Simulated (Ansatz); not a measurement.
# C₂H₃F₂Ga: up Jacob's ladder to CCSD(T)

One table from this session's results is given with a row withheld; the runs are named, their logs left out.

Computed with Ansatz 0.2.0, Gaussian basis. Level: functionals in def2-TZVPP, the program's frozen cores in correlated methods.

The runs, in order: LDA (SPW92), PBE-D4, revPBE-D4, BLYP-D4, r2SCAN-D4, B97M-V, PBE0-D4, B3LYP-D4, r2SCANh-D4, r2SCAN0-D4, HSE06-D4, BHLYP-D4, CAM-B3LYP-D4, LC-ωPBE, ωB97X-V, ωB97M-V, B2PLYP, PBE-QIDH; CCSD(T)/def2-SVP; CCSD(T)/def2-TZVPP; MP2/def2-QZVPP; extrapolation to the limit; RPA on PBE.

## Structure used throughout

The geometry comes from an earlier relaxation with PBE0-D4 in a triple-zeta def2 set; it is a stationary point, not always the lowest conformer.

SMILES `F/C=[C](/F)[GaH2]`, 8 atoms, charge 0, spin multiplicity 1.

Atoms are counted from 1 here; the program's logs count them from 0.

Bond lengths: F1–C2 1.333 Å, C2–C3 1.330 Å, C2–H6 1.085 Å, C3–F4 1.357 Å, C3–Ga5 1.965 Å, Ga5–H7 1.562 Å, Ga5–H8 1.559 Å. Angles: F1–C2–C3 121.1°, F1–C2–H6 113.7°, C3–C2–H6 125.3°, C2–C3–F4 115.1°, C2–C3–Ga5 126.9°, F4–C3–Ga5 118.0°, C3–Ga5–H7 116.6°, C3–Ga5–H8 119.1°, H7–Ga5–H8 124.3°.

Set-up of the first run:

File in.yaml:

```yaml
crystal:
  periodic: [false, false, false]
  atoms:
    - {symbol: F, position_ang: [-1.475992, 1.416121, -0.156533]}
    - {symbol: C, position_ang: [-0.948396, 0.684559, 0.824318]}
    - {symbol: C, position_ang: [0.036282, -0.176793, 0.584860]}
    - {symbol: F, position_ang: [0.482913, -0.858005, 1.670272]}
    - {symbol: Ga, position_ang: [0.884766, -0.546034, -1.149139]}
    - {symbol: H, position_ang: [-1.398084, 0.868285, 1.794992]}
    - {symbol: H, position_ang: [2.032771, -1.604921, -1.154933]}
    - {symbol: H, position_ang: [0.385741, 0.216788, -2.413847]}
basis:
  gaussian: {orbitals: def2-TZVPP}
hamiltonian: {xc: lda}
output: {orbitals: {seedname: orbitals}}
```

Started as:

```console
> ansatz run in.yaml --threads 4 --pin off --events-out ev --progress --plain --max-ram 10444MiB
```

Steps of the session up to this table: LDA; PBE-D4 (GGA); revPBE-D4 (GGA); BLYP-D4 (GGA); r2SCAN-D4 (meta-GGA); B97M-V (meta-GGA); PBE0-D4 (hybrid); B3LYP-D4 (hybrid); r2SCANh-D4 (hybrid); r2SCAN0-D4 (hybrid); HSE06-D4 (hybrid); BHLYP-D4 (hybrid); CAM-B3LYP-D4 (range-separated); LC-ωPBE (range-separated); ωB97X-V (range-separated); ωB97M-V (range-separated); B2PLYP (double hybrid); PBE-QIDH (double hybrid).

One of the session's tables, all rows but one given; the rest of the session is left out.

It belongs to the step «Orbital energies across the functionals». 

| functional | HOMO (eV) | LUMO (eV) | gap (eV) |
| --- | --- | --- | --- |
| LDA (SPW92) | -6.49 | -3.14 | 3.35 |
| PBE-D4 | -6.27 | -2.86 | 3.41 |
| revPBE-D4 | -6.18 | -2.74 | 3.45 |
| BLYP-D4 | -6.15 | -2.81 | 3.35 |
| r2SCAN-D4 | -6.51 | -2.65 | 3.85 |
| B97M-V | -6.59 | -2.81 | 3.78 |
| PBE0-D4 | -7.53 | -2.07 | 5.46 |
| B3LYP-D4 | ? | ? | ? |
| r2SCANh-D4 | -6.98 | -2.37 | 4.61 |
| r2SCAN0-D4 | -7.70 | -1.95 | 5.75 |
| HSE06-D4 | -7.13 | -2.44 | 4.69 |
| BHLYP-D4 | -8.69 | -1.33 | 7.36 |
| CAM-B3LYP-D4 | -8.90 | -1.19 | 7.71 |
| LC-ωPBE | -10.20 | 0.00 | 10.20 |
| ωB97X-V | -9.85 | -0.13 | 9.72 |
| ωB97M-V | -9.76 | -0.32 | 9.44 |

Estimate the missing values for B3LYP-D4.

Worked estimate for «HOMO (eV)». Against the share of exact exchange, BLYP-D4 (0, -6.15), BHLYP-D4 (0.5, -8.69) give a slope of -5.08 per unit share; at 0.2 the line stands at -7.17.

**Answer.** HOMO (eV): -7.33; LUMO (eV): -2.35; gap (eV): 4.98. In «HOMO (eV)» the line misses by +0.16.
